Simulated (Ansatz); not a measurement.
## BrFHISi, SMILES F[SiH](Br)I: a ladder of methods at one geometry, step by step

With Ansatz 0.2.0 through its Python package.

Notebook, run cell by cell (the value of a cell's last expression is shown):

In [1]:
```python
import ansatz as az

GEOMETRY = """
F     0.60760    0.54280   -1.47620
Si    0.04330    0.16830   -0.02850
Br    1.54190   -1.09560    0.93140
I    -1.96560   -1.07560   -0.23500
H    -0.17730    1.38640    0.76690
"""
```

In [2]:
```python
geometry = az.Crystal.molecule()
for line in GEOMETRY.strip().splitlines():
    symbol, *xyz = line.split()
    geometry = geometry.atom(symbol, [float(v) for v in xyz])
```

In [3]:
```python
job = geometry.calculation().basis(gaussian="def2-SVP").accuracy("medium")

methods = ["mp2", "ccsd", "ccsd_t"]
batch = az.Session.batch([job.correlation(m).input() for m in methods])
reports = sorted(batch.plan().execute().molecular_reports, key=lambda each: each["member"])
print(f"Hartree-Fock reference {reports[0]['reference_energy_ev'] / 27.211386246:.6f} Ha")
best = reports[-1]["free_energy_ev"] - reports[-1]["reference_energy_ev"]
for method, each in zip(methods, reports):
    gained = each["free_energy_ev"] - each["reference_energy_ev"]
    print(f"{method:8s} total {each['free_energy_ev'] / 27.211386246:.6f} Ha  correlation {gained:9.4f} eV  ({100 * gained / best:.1f} % of the last)")
```
```text
Hartree-Fock reference -3257.677657 Ha
mp2      total -3258.302845 Ha  correlation  -17.0122 eV  (95.3 % of the last)
ccsd     total -3258.320280 Ha  correlation  -17.4867 eV  (97.9 % of the last)
ccsd_t   total -3258.333845 Ha  correlation  -17.8558 eV  (100.0 % of the last)
```

Notes:
- These settings explore the input space; basis and method may be short of convergence.
- The geometry is a force-field or estimated start, not a minimum of this method, and the basis set is short of its limit. A lower total doesn't mark the better method: functionals have no common bound, and MP2 and coupled cluster aren't variational.
- def2 sets replace the cores of elements past krypton by effective core potentials.
- Inner cores stay frozen; a filled d shell under the valence of the heavier atoms is correlated with it.
